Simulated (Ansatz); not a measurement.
# HfSn3O8: the band gap up the ladder of functionals

One table from this session's results is given with a row withheld; the runs are named, their logs left out.

The runs shown are made with Ansatz 0.2.0. PAW datasets, plane waves. Note: simulated data, non-magnetic, for a generated structure that need not be the stable one.

### Starting point

The cell was relaxed beforehand with r2SCAN.

Space group Cmmm (No. 65), orthorhombic; a = 6.752 Å, b = 6.775 Å, c = 6.416 Å in the conventional setting, 12.23 Å³ an atom. Near Sn stand 6 O at 2.06–2.07 Å; near O stand 2 Sn at 2.06–2.07 Å and 1 Hf at 2.08 Å; near O stand 3 Sn at 2.06–2.07 Å; near Hf stand 6 O at 2.08 Å.

The structure in full:

Space group Cmmm (No. 65). a = 6.752 Å, b = 6.775 Å, c = 6.416 Å, α = 90.00°, β = 90.00°, γ = 90.00°
```json
{"atom": "Sn", "site": "4l", "symmetry": "mm2", "x": "0.5000", "y": "0.0000", "z": "0.2491"}
{"atom": "Sn", "site": "2a", "symmetry": "mmm", "x": "0.0000", "y": "0.0000", "z": "0.0000"}
{"atom": "O", "site": "8o", "symmetry": ".m.", "x": "0.1954", "y": "0.0000", "z": "0.2487"}
{"atom": "O", "site": "4i", "symmetry": "m2m", "x": "0.5000", "y": "0.8047", "z": "0.0000"}
{"atom": "Hf", "site": "2d", "symmetry": "mmm", "x": "0.0000", "y": "0.0000", "z": "0.5000"}
{"atom": "O", "site": "4j", "symmetry": "m2m", "x": "0.5000", "y": "0.8071", "z": "0.5000"}
```

The first run:

The input, input.yaml:

```yaml
crystal:
  lattice:
    - [3.3759460494, -3.3875315246, 0.0]
    - [3.3759460494, 3.3875315246, 0.0]
    - [0.0, 0.0, 6.4163952976]
  atoms:
    - { symbol: Sn, position: [0.5, 0.5, 0.2490896282] }
    - { symbol: Sn, position: [0.0, 0.0, 0.0] }
    - { symbol: O, position: [0.1953630841, 0.1953630841, 0.2487380414] }
    - { symbol: O, position: [0.8046369159, 0.8046369159, 0.2487380414] }
    - { symbol: O, position: [0.6952655642, 0.3047344358, 0.0] }
    - { symbol: O, position: [0.3047344358, 0.6952655642, 0.0] }
    - { symbol: Sn, position: [0.5, 0.5, 0.7509103718] }
    - { symbol: Hf, position: [0.0, 0.0, 0.5] }
    - { symbol: O, position: [0.1953630841, 0.1953630841, 0.7512619586] }
    - { symbol: O, position: [0.8046369159, 0.8046369159, 0.7512619586] }
    - { symbol: O, position: [0.6928736559, 0.3071263441, 0.5] }
    - { symbol: O, position: [0.3071263441, 0.6928736559, 0.5] }
kpoints:
  mp_grid: { grid: [6, 6, 4] }
  band_path:
    path:
      - [[0.0, 0.0, 0.0], [-0.5, 0.5, 1.641944341997e-34], [-0.4982929068204, 0.5017070931796, 1.654976913869e-34]]
      - [[0.4982929068204, 0.4982929068204, 3.804149766994e-34], [0.0, 0.0, 0.0], [-9.685871348498e-52, 2.965207638011e-51, 0.5], [0.4982929068204, 0.4982929068204, 0.5]]
      - [[-0.4982929068204, 0.5017070931796, 0.5], [-0.5, 0.5, 0.5], [-0.5, 0.5, 1.641944341997e-34]]
      - [[0.0, 0.0, 0.0], [1.024082205885e-17, 0.5, 2.729563340432e-34], [1.024082205885e-17, 0.5, 0.5], [-9.685871348498e-52, 2.965207638011e-51, 0.5], [-0.5, 0.5, 0.5]]
    npoints: 10
hamiltonian:
  xc: pbe
scf:
  occupations: { method: fermi_dirac, width: 0.02 }
  n_extra_bands: 7
output:
  forces: true
  stress: true
  eigenvalues: true
```

Steps of the session up to this table: PBE bands along the symmetry lines; Single point with r2SCAN; HSE06 at the same geometry; PBE+SOC; PBE0.

One of the session's tables, all rows but one given; the rest of the session is left out.

| level | gap (eV) |
| --- | --- |
| PBE | 2.01 |
| r2SCAN | 2.66 |
| HSE06 | ? |
| PBE+SOC | 2.01 |
| PBE0 | 4.45 |

Q: Estimate the row for HSE06 from the others.

As computed: gap (eV): 3.72. In the column «gap (eV)» it lies between r2SCAN (2.66) and PBE0 (4.45).

Meshes: PBE 6×6×4, r2SCAN 6×6×4, HSE06 4×4×2, PBE+SOC 6×6×4, PBE0 4×4×2

PBE reaches 54 % of the HSE06 value, and r2SCAN 71 %. PBE0 lies 0.73 eV above HSE06, which differs from it by screening the long-range exchange.

Limits of these values: Warnings in the runs' records: stress scf threshold loose, stress exchange threshold loose.
